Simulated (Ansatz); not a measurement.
# 10 H2CO in a periodic box: a dynamics run in two tries

Aim: a short trajectory for this system. The molecules were packed at random to 0.629 g/cm³.

Program: Ansatz 0.2.0. Level of theory: DFT PBE+D3(BJ), plane waves, PAW, scalar-relativistic, no spin polarisation. These are calculated values, not measurements.

### 1 The structure to begin with

The cell holds 40 atoms (C10H20O10): a = 9.256 Å, b = 9.256 Å, c = 9.256 Å, α = 90.00°, β = 90.00°, γ = 90.00°.

The coordinates stand in the first input below.

### 2 First try

File input.yaml:

```yaml
crystal:
  lattice:
    - [9.256022, 0.0, 0.0]
    - [0.0, 9.256022, 0.0]
    - [0.0, 0.0, 9.256022]
  atoms:
    - { symbol: O, position: [0.43897584, 0.91824417, 0.18714761] }
    - { symbol: C, position: [0.44769738, 1.04158458, 0.15396137] }
    - { symbol: H, position: [0.42829802, 1.0809493, 0.03423034] }
    - { symbol: H, position: [0.48050256, 1.12916576, 0.22786078] }
    - { symbol: O, position: [0.78088263, 0.85457483, 0.14625373] }
    - { symbol: C, position: [0.80030445, 0.78734006, 0.03561572] }
    - { symbol: H, position: [0.84075902, 0.84739995, -0.06078706] }
    - { symbol: H, position: [0.78546329, 0.66794599, 0.01563756] }
    - { symbol: O, position: [0.13485919, 0.54969546, 0.66564806] }
    - { symbol: C, position: [0.0705227, 0.66002513, 0.67629448] }
    - { symbol: H, position: [0.06698991, 0.71914398, 0.77694901] }
    - { symbol: H, position: [9.209e-05, 0.70441499, 0.59197358] }
    - { symbol: O, position: [0.75199679, 0.66293436, 0.52546818] }
    - { symbol: C, position: [0.66498382, 0.71552102, 0.44533864] }
    - { symbol: H, position: [0.68773167, 0.81508286, 0.38444182] }
    - { symbol: H, position: [0.55125686, 0.66638682, 0.43383809] }
    - { symbol: O, position: [0.12698666, 0.73713514, 0.28981675] }
    - { symbol: C, position: [0.11595967, 0.80729793, 0.17565939] }
    - { symbol: H, position: [0.12637678, 0.93035857, 0.16349063] }
    - { symbol: H, position: [0.10317659, 0.75765961, 0.06380437] }
    - { symbol: O, position: [0.54763764, 0.09968312, 0.69634304] }
    - { symbol: C, position: [0.61161179, 0.10787963, 0.58320814] }
    - { symbol: H, position: [0.56541012, 0.11616207, 0.47455875] }
    - { symbol: H, position: [0.73238182, 0.10089043, 0.58331284] }
    - { symbol: O, position: [0.16957664, -0.03602486, 0.85145978] }
    - { symbol: C, position: [0.1538953, 0.07744286, 0.78757384] }
    - { symbol: H, position: [0.03866317, 0.13810908, 0.78175349] }
    - { symbol: H, position: [0.23461927, 0.12994568, 0.72006254] }
    - { symbol: O, position: [0.96360785, 0.27536291, 0.50900391] }
    - { symbol: C, position: [1.03145143, 0.35680165, 0.43839852] }
    - { symbol: H, position: [1.00783485, 0.47362205, 0.42979598] }
    - { symbol: H, position: [1.13120674, 0.3118414, 0.38803659] }
    - { symbol: O, position: [0.27226972, 0.27319228, 0.13490057] }
    - { symbol: C, position: [0.23124262, 0.3884851, 0.09540248] }
    - { symbol: H, position: [0.2529888, 0.49281712, 0.15894522] }
    - { symbol: H, position: [0.17763601, 0.39747099, -0.01390876] }
    - { symbol: O, position: [0.86053897, 0.46819358, 0.90333881] }
    - { symbol: C, position: [0.80447453, 0.40031791, 0.81020462] }
    - { symbol: H, position: [0.74102438, 0.45720268, 0.72390704] }
    - { symbol: H, position: [0.8060625, 0.2782403, 0.79590368] }
basis:
  ecutwfc: 420.0
kpoints:
  mp_grid: { grid: [1, 1, 1] }
hamiltonian:
  xc: pbe
  dispersion: d3bj
scf:
  occupations: { method: fermi_dirac, width: 0.05 }
  lower_state_search: "off"
  max_iter: 71
md:
  timestep: 0.5
  n_steps: 25
  ensemble: nve
  temperature: 400.0
  initial_velocities: maxwell_boltzmann
  seed: 894503
  friction: 0.01
  pressure: 20.0
  fix_cell: [shape]
```

The run is started by

```bash
$ ansatz run input.yaml --threads 1 --pin off --max-ram 3072MiB --backend cpu --events-out ev --progress --plain --runs-dir out
```

**Question.** What will these runs give? Wanted: first try.

**Answer**, as computed:

```
 quantity                                                                           value
first try                                                                         refused
    cause  friction belongs to the Langevin ensembles, and this run is at constant energy
```

The fault in the first input was caught at the input check and cost nothing.
